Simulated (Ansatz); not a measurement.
# AlCo4 (R-3m) in Ansatz: further runs, part 2 of 2

Ansatz 0.2.0.

**4. Relaxation of cell and atoms, PBEsol+D3(BJ)-ATM, collinear spin, ferromagnetic start**

Input file input.yaml:

```yaml
crystal:
  lattice:
    - [1.2893368271, 0.7443989642, 9.9743618604]
    - [-1.2893368271, 0.7443989642, 9.9743618604]
    - [0.0, -1.4887979284, 9.9743618604]
  atoms:
    - { symbol: Co, position: [0.401145, 0.401145, 0.401145], spin: 2.0 }
    - { symbol: Co, position: [0.799679, 0.799679, 0.799679], spin: 2.0 }
    - { symbol: Co, position: [0.200321, 0.200321, 0.200321], spin: 2.0 }
    - { symbol: Co, position: [0.598855, 0.598855, 0.598855], spin: 2.0 }
    - { symbol: Al, position: [0.0, 0.0, 0.0] }
hamiltonian:
  xc: pbesol
  pseudopotentials: { kind: paw }
  dispersion: d3bjatm
magnetization:
  spin_polarized: true
kpoints:
  mp_grid: { grid: [12, 12, 12] }
scf:
  occupations: { method: fermi_dirac, width: 0.05 }
output:
  forces: true
  stress: true
  eigenvalues: true
  write_density: true
  write_potential: true
  elf: true
  volumetric_format: npy
relax:
  f_tol: 0.01
  max_steps: 40
  cell: { stress_tol: 0.05 }
```

Potentials or basis: Ansatz PAW.

Launch:

```bash
$ ansatz run input.yaml --threads 2 --pin off --max-ram 5632MiB --backend cpu --events-out ev --progress --plain --runs-dir out
```

The program printed:

```text
Warning: RAYON_NUM_THREADS=2 ignored (pool sized by the plan → 2); use --threads N
basis.fft_grid_basis auto: the FFT boxes are laid along the combinations [[1, -1, 0], [0, 1, 0], [0, -1, 1]] of the cell's own vectors, 2.579, 10.085 and 2.579 Å long. The dense box has 18×72×18 points. Along the cell's own vectors, as sized, it would have 72×72×72, 16.00 times as many. Of the 12 symmetry operations that the crystal satisfies within crystal.symmetry.tolerance (time reversal apart; of a slab, those that keep its plane) the dense box along the cell's own vectors carries 12, and the one as laid loses 8 of those. basis.fft_grid_basis: typed keeps the cell's own vectors: state it where this run's energies or levels are differenced outside the engine with another run's, or held beside a run that keeps those vectors. Those combinations have planes normal to reciprocal vector 3, as the cell's own vectors have. Each planar average written beside output.write_density, output.write_potential has a row for each plane of the box: 18. The volumetric files lie along those combinations, not along the cell's own vectors: a cube or XSF file states them, and fields.json those of NumPy files.
Engine: ansatz 0.2.0, x86_64-unknown-linux-gnu
Pseudopotentials: kind: paw
Pseudopotential: Co, paw, valence charge 17, recommended cutoff 420 eV (normal), Co.paw.azcp
Pseudopotential: Al, paw, valence charge 3, recommended cutoff 420 eV (normal), Al.paw.azcp
Functional definition: PBEsol
  exchange = pbesol_x
  correlation = pbesol_c
Crystal: 5 atoms, lattice volume = 57.439 Å³
Basis set: ecut = 420 eV, 1143 PW (Γ), FFT grids on a1−a2, a2, −a2+a3, exchange–correlation on 36×144×36 points (8 copies of the dense FFT grid, shifted against one another)
Bands: 48, of which v1, the nominal top of the filled ones, is band 36 counted from 1 (35 counted from 0)
Symmetry: 12 space group operations
Space group: R-3m (ITA 166), of the structure as read, at distance tolerance 3.9e-5 Å
Magnetic group: BNS 166.97 (UNI 1327), of the structure as read, at distance tolerance 3.9e-5 Å
k-points: 189 of 1728
Non-local potential: Co, projectors of the file, l = 0: 3, l = 1: 2, l = 2: 3, l = 3: 1
Non-local potential: Al, projectors of the file, l = 0: 2, l = 1: 2, l = 2: 1
PAW form: soft (Blöchl's): semilocal exchange-correlation on the pseudo side does not see the compensation charge
PAW frozen core: Co, regenerated for the run's functional, and the local potential with it (the file was generated under x = pbe(κ = 0.804, μ = 0.2195149727645171), c = pbe(β = 0.06672455060314922))
PAW frozen core: Al, regenerated for the run's functional, and the local potential with it (the file was generated under x = pbe(κ = 0.804, μ = 0.2195149727645171), c = pbe(β = 0.06672455060314922))
PAW one-centre angular grid: Co, 590 points (default); XC on 64 Gauss nodes
PAW one-centre angular grid: Al, 110 points (default); XC on 64 Gauss nodes
Initial density: superposition of atomic densities (chi_scale 0.1, normalization cell)
Starting moments: Σ|m| = 8 μB on 4 of 5 sites
Initial wavefunctions: pseudopotential atomic-orbital guess
Functional: x = pbesol(κ = 0.804, μ = 0.12345679012345678), c = pbesol(β = 0.046)
SCF iter   1: F=—  HF=-20897.677732 eV  |F-HF|=—  |Δ(HF+E_count)|=         —  Δρ=8.22e-2 (↑5.78e-2 ↓8.22e-2)  dr2=7.88e0  dr2_m=2.30e-1  M=6.992 μB ∫|m|=7.504 μB  β_m=0.30  ethr=3.10e-3  ⟨swp⟩=6.0  Hψ=65367  notcnv=0  defer=53
Mixer restart at iter 1: flushing history
preconditioner: auto → Kerker (q_TF=auto, 2.826 Å⁻¹)  [metal: Δε(μ)=0.002 eV  Ē_g=8.053 eV  σ=0.050 eV  W_gap=0.01  n_scr=14 (ndim 8)  ℏωp=30.6 eV  f_vac=0.000  D(μ)=3.86/eV (n_scr^D=46)]
spin=Collinear: Kerker preconditioning applied to the charge; magnetization (m = ρ↑ − ρ↓) channel mixes plain (no charge-response kernel on spin).
SCF iter   2: F=—  HF=-20895.415652 eV  |F-HF|=—  |Δ(HF+E_count)|=    2.26e0  Δρ=2.78e-2 (↑1.43e-2 ↓2.78e-2)  dr2=5.82e-1  dr2_m=1.53e-1  M=6.906 μB ∫|m|=7.458 μB  β_m=0.34  ethr=3.10e-3  ⟨swp⟩=2.0  Hψ=30634  notcnv=0  defer=1367
SCF iter   3: F=—  HF=-20896.467779 eV  |F-HF|=—  |Δ(HF+E_count)|=    1.05e0  Δρ=1.66e-2 (↑1.35e-2 ↓1.66e-2)  dr2=2.35e-1  dr2_m=7.04e-2  M=6.679 μB ∫|m|=7.306 μB  β_m=0.60  ethr=8.20e-4  ⟨swp⟩=2.0  Hψ=22506  notcnv=0  defer=1301
SCF iter   4: F=—  HF=-20897.883599 eV  |F-HF|=—  |Δ(HF+E_count)|=         —  Δρ=3.64e-2 (↑1.30e-2 ↓3.64e-2)  dr2=6.89e-1  dr2_m=2.56e-1  M=6.071 μB ∫|m|=6.706 μB  β_m=0.60  ethr=3.31e-4  ⟨swp⟩=2.1  Hψ=27812  notcnv=0  defer=1301
[... 149 lines left out ...]
Free energy (F): -20898.407874 eV
Harris-Foulkes:  -20898.407874 eV  (|F-HF|=1.82e-11)
Internal energy: -20898.363148 eV  (E = F + TS)
E sigma→0 (E₀):  -20898.385511 eV
Entropy (-TS):   -0.044726 eV (-8.945 meV/atom)
Fermi energy:    17.588601 eV
--- Per-component energies (eV) ---
  E_band       = -1012.781890
  E_kinetic    = 1848.743614
  E_local      = -15741.862691  (includes V_loc(G=0)·N_el)
  E_nonlocal   = 1833.997099
  E_hartree    = 6926.163960
  E_xc         = -674.250361
  E_vxc        = -852.187222  (∫ρ·V_xc dr)
  E_paw        = -6386.355732  (= ΣΔE_a)
  E_vpaw       = -1953.801109  (= ΣTr[D̂ρ^β])
  E_aug_tail   = 0.000211  (compensation charges beyond the density's cutoff)
  E_ewald      = -8703.784563
  E_disp       = -1.787501  (pairwise vdW)
  E_core_change = 0.772816  (= ΣΔE_core)
  E_smearing   = -0.044726  (= −TS)
  E_closure    = -0.000000  (closes the sum)
  Σ components = -20898.407874   (vs F -20898.407874, Δ=0.00e0)
--- Forces (eV/Å), atoms counted from 1 ---
  atom   1  Co    -0.00000000    -0.00000000    -0.00006238
  atom   2  Co     0.00000000    -0.00000000    -0.00002625
  atom   3  Co    -0.00000000    -0.00000000     0.00002625
  atom   4  Co     0.00000000     0.00000000     0.00006238
  atom   5  Al     0.00000000     0.00000000    -0.00000000
  max |Σ_I F_I| component: 2.31e-18 eV/Å
--- Stress (GPa, compression-positive) ---
       -0.000606      -0.000000      -0.000000
       -0.000000      -0.000606      -0.000000
       -0.000000      -0.000000       0.000182
  P = ⅓ Tr σ = -0.0003 GPa (-0.003 kbar)
--- Band table (eV; the first three rows and the last of 378) ---
  k-point 0 ↑: bands = ["-78.2782", "-78.2435", "-77.8105", "-77.8104", "-41.7639", "-41.5841", "-41.5528", "-41.5528", "-41.5223", "-41.5223", "-41.1360", "-41.1360", "-41.1359", "-41.1359", "-41.1313", "-41.1225", "6.3278", "9.1458", "9.4918", "12.0549", "12.4422", "14.5303", "14.7391", "14.7391", "14.8326", "14.8326", "14.9947", "15.1249", "15.1249", "15.2376", "15.2472", "15.2472", "15.9893", "15.9893", "16.0823", "16.0823", "16.1377", "16.5437", "16.5437", "16.9047", "16.9047", "22.6964", "26.3113", "33.0889", "33.0889", "33.4074", "34.8071", "36.1982"]
  k-point 1 ↑: bands = ["-78.2755", "-78.2419", "-77.8084", "-77.8083", "-41.7591", "-41.5947", "-41.5572", "-41.5568", "-41.5372", "-41.5252", "-41.1505", "-41.1505", "-41.1395", "-41.1394", "-41.1292", "-41.1215", "6.5404", "9.3545", "9.7321", "12.2173", "12.6041", "14.4418", "14.6356", "14.7760", "14.8216", "14.8415", "14.8964", "15.0447", "15.0858", "15.2103", "15.3148", "15.3395", "15.6221", "15.9010", "15.9120", "16.1246", "16.1914", "16.5490", "16.9127", "16.9346", "17.4445", "22.9620", "26.3924", "30.7410", "32.3426", "33.2628", "34.9574", "35.8563"]
  k-point 2 ↑: bands = ["-78.2682", "-78.2376", "-77.8028", "-77.8028", "-41.7467", "-41.6298", "-41.5782", "-41.5689", "-41.5605", "-41.5332", "-41.1895", "-41.1887", "-41.1491", "-41.1490", "-41.1244", "-41.1195", "7.1680", "9.9609", "10.4083", "12.6505", "12.9940", "14.1847", "14.2701", "14.4706", "14.5601", "14.8836", "15.0129", "15.1225", "15.1289", "15.1825", "15.4082", "15.4255", "15.5880", "15.7123", "15.9128", "16.1616", "16.2429", "16.5619", "16.9334", "17.6997", "18.2864", "23.6894", "26.6544", "27.3573", "31.1480", "32.5374", "32.9426", "33.9271"]
  k-point 188 ↓: bands = ["-76.3738", "-76.3727", "-76.2636", "-76.2280", "-39.9828", "-39.9425", "-39.7411", "-39.6508", "-39.6508", "-39.6495", "-39.6495", "-39.5791", "-39.5641", "-39.5641", "-39.5327", "-39.5327", "6.2761", "8.6619", "11.0264", "11.0839", "13.2612", "15.0219", "16.2068", "16.2743", "16.2743", "16.3148", "16.3148", "16.4926", "16.5005", "16.5005", "16.5404", "16.5404", "17.0372", "17.5577", "17.5577", "17.7460", "17.7460", "17.9685", "17.9685", "18.5316", "18.5316", "22.1152", "28.9816", "30.5599", "33.0186", "33.0186", "36.1296", "36.1296"]
--- Relaxed structure (6 steps of the walk, 6 accepted, 2 SCFs on fresh bases) ---
  F+E_penalty+E_count = -20898.40787352 eV   max|allowed force component| = 6.238e-5 eV/Å   (the final SCF, on the basis selected at the relaxed cell)
  cell:  # Å, volume = 53.7217 Å³
    - [1.2598466934403372, 0.72737282759544, 9.770649121231154]
    - [-1.2598466934403372, 0.72737282759544, 9.770649121231154]
    - [-3.009541733630862e-34, -1.454745655190877, 9.770649121231154]
  atoms:
    - { symbol: Co, position: [0.40117692879855077, 0.40117692879855077, 0.4011769287985507] }
    - { symbol: Co, position: [0.7998845505146858, 0.7998845505146858, 0.7998845505146858] }
    - { symbol: Co, position: [0.20011544948531435, 0.20011544948531435, 0.20011544948531432] }
    - { symbol: Co, position: [0.5988230712014494, 0.5988230712014494, 0.5988230712014493] }
    - { symbol: Al, position: [8.69591208067129e-21, 8.695912080671439e-21, 8.695912080671381e-21] }
```

Wall time 4.6 min (2 threads of Intel Xeon 6975P-C (Granite Rapids), shared host); peak memory 0.98 GiB.

What came out:

```yaml
Free_energy: -20898.4079 eV
Relaxed_volume: 10.74 Å³/atom
Relaxed_cell: a = 9.878 Å, b = 9.878 Å, c = 9.878 Å, α = 14.65°, β = 14.65°, γ = 14.65°
Space_group_after_relaxing_to_0.05_Å: R-3m (No. 166)
Energy_gained_by_relaxing: 29.6 meV/atom
Ionic_steps: 8
Pressure_after_relaxing: 0.0 GPa
Band_gap_on_the_k_mesh: none (metal or under the smearing width)
Net_moment: 5.45 μB per cell
Absolute_moment: 6.06 μB per cell
Site_moments: Co +1.20, +1.67; Al -0.05 μB
```

Step by step:
```
step  energy change (eV)  largest force (eV/Å)  volume (Å³)
   1              0.0000                0.1950        57.44
   2             -0.1223                0.0419        55.28
   3             -0.1504                0.0462        53.60
   4             -0.1507                0.0115        53.75
   5             -0.1508                0.0023        53.74
   6             -0.1480                0.0022        53.74
   7             -0.1480                0.0001        53.72
   8             -0.1480                0.0001        53.72
```

Final structure:
```
Co Al
1.0
     1.25985    0.72737    9.77065
    -1.25985    0.72737    9.77065
     0.00000   -1.45475    9.77065
Co Al
4 1
Direct
  0.40118 0.40118 0.40118
  0.79988 0.79988 0.79988
  0.20012 0.20012 0.20012
  0.59882 0.59882 0.59882
  0.00000 0.00000 0.00000
```

Caveat: the plane-wave basis is chosen anew once the cell has moved, so the energies of steps on either side of that aren't comparable; pairwise dispersion overbinds metals, which lowers pressure and volume; the PAW data sets come from PBE, with cores solved anew for the run's functional, which leaves a small shift of forces and pressure.

**5. Relaxation of cell and atoms, PBEsol+D4, collinear spin, ferromagnetic start**

input.yaml: that of step 4 with these lines changed.

```diff
@@ -14,3 +14,3 @@
   pseudopotentials: { kind: paw }
-  dispersion: d3bjatm
+  dispersion: d4
 magnetization:
@@ -25,6 +25,2 @@
   eigenvalues: true
-  write_density: true
-  write_potential: true
-  elf: true
-  volumetric_format: npy
 relax:
```

Launch:

```bash
$ ansatz run input.yaml --threads 2 --pin off --max-ram 5632MiB --backend cpu --events-out ev --progress --plain --runs-dir out
```

It took 3.9 min on 2 threads of Intel Xeon 6975P-C (Granite Rapids), shared host; peak memory 0.97 GiB.

Results (log left out):

| Property | Result |
| --- | --- |
| Free energy | -20897.9081 eV |
| Relaxed volume | 10.81 Å³/atom |
| Relaxed cell | a = 9.897 Å, b = 9.897 Å, c = 9.897 Å, α = 14.66°, β = 14.66°, γ = 14.66° |
| Space group after relaxing (to 0.05 Å) | R-3m (No. 166) |
| Energy gained by relaxing | 24.4 meV/atom |
| Ionic steps | 8 |
| Pressure after relaxing | 0.0 GPa |
| Band gap on the k mesh | none (metal or under the smearing width) |
| Net moment | 5.50 μB per cell |
| Absolute moment | 6.12 μB per cell |
| Site moments | Co +1.22, +1.68; Al -0.05 μB |

The path:
```tsv
step	energy change (eV)	largest force (eV/Å)	volume (Å³)
1	0.0000	0.1945	57.44
2	-0.1011	0.0495	55.47
3	-0.1245	0.0424	53.96
4	-0.1247	0.0103	54.07
5	-0.1248	0.0025	54.07
6	-0.1222	0.0023	54.07
7	-0.1222	0.0000	54.05
8	-0.1222	0.0000	54.05
```

Final structure:
```
Co Al
1.0
     1.26247    0.72889    9.78941
    -1.26247    0.72889    9.78941
     0.00000   -1.45777    9.78941
Co Al
4 1
Direct
  0.40124 0.40124 0.40124
  0.79988 0.79988 0.79988
  0.20012 0.20012 0.20012
  0.59876 0.59876 0.59876
  0.00000 0.00000 0.00000
```

Levels at points of the mesh, in eV from the Fermi level:
Spin up:
| k point | band 35 | band 36 | band 37 | band 38 | band 39 | band 40 | band 41 | band 42 | band 43 | band 44 |
| --- | --- | --- | --- | --- | --- | --- | --- | --- | --- | --- |
| (0.00, 0.00, 0.00) | -1.52 | -1.52 | -1.45 | -1.06 | -1.06 | -0.70 | -0.70 | 5.07 | 8.67 | 15.46 |
| (0.00, 0.00, -0.50) | -0.66 | -0.45 | -0.41 | -0.23 | 0.88 | 1.92 | 1.92 | 2.95 | 6.01 | 6.69 |
| (0.00, -0.50, -0.50) | -0.45 | -0.41 | -0.38 | -0.14 | 0.91 | 1.10 | 2.40 | 2.89 | 5.91 | 6.08 |
| (-0.50, -0.50, -0.50) | -1.53 | -1.53 | -1.04 | -1.04 | -0.71 | -0.71 | -0.67 | 4.02 | 10.86 | 12.51 |
Spin down:
| k point | band 28 | band 29 | band 30 | band 31 | band 32 | band 33 | band 34 | band 35 | band 36 | band 37 |
| --- | --- | --- | --- | --- | --- | --- | --- | --- | --- | --- |
| (0.00, 0.00, 0.00) | -1.17 | -1.08 | -1.08 | -1.04 | -1.04 | -0.90 | 0.00 | 0.00 | 0.15 | 0.15 |
| (0.00, 0.00, -0.50) | -1.14 | -0.86 | -0.65 | -0.51 | 0.10 | 0.73 | 0.89 | 0.96 | 0.98 | 1.07 |
| (0.00, -0.50, -0.50) | -1.15 | -1.07 | -0.83 | 0.06 | 0.36 | 0.88 | 0.90 | 0.96 | 0.98 | 1.07 |
| (-0.50, -0.50, -0.50) | -1.08 | -1.07 | -1.07 | -1.04 | -1.04 | -0.54 | -0.02 | -0.02 | 0.16 | 0.16 |

Caveat: the plane-wave basis is chosen anew once the cell has moved, so the energies of steps on either side of that aren't comparable; pairwise dispersion overbinds metals, which lowers pressure and volume; the PAW data sets come from PBE, with cores solved anew for the run's functional, which leaves a small shift of forces and pressure.

**6. Summary**

```csv
level,gap on the mesh (eV),pressure (GPa),moment (μB),relaxed volume (Å³/atom)
PBEsol,none,0.0,5.65,11.00
PBEsol+D3(BJ),none,0.0,5.39,10.67
PBEsol+D3(BJ)-ATM,none,0.0,5.45,10.74
PBEsol+D4,none,0.0,5.50,10.81
```

Alike in all rows: task relaxation of cell and atoms; potentials or basis Ansatz PAW; spin collinear, ferromagnetic start; cell relaxed; k mesh 12 × 12 × 12; cutoff (eV) 420; smearing fermi-dirac 0.05 eV.

Caveats: the plane-wave basis is chosen anew once the cell has moved, so the energies of steps on either side of that aren't comparable; the PAW data sets come from PBE, with cores solved anew for the run's functional, which leaves a small shift of forces and pressure; pairwise dispersion overbinds metals, which lowers pressure and volume (some runs).

Absolute energies hang on the potentials; compare differences alone.
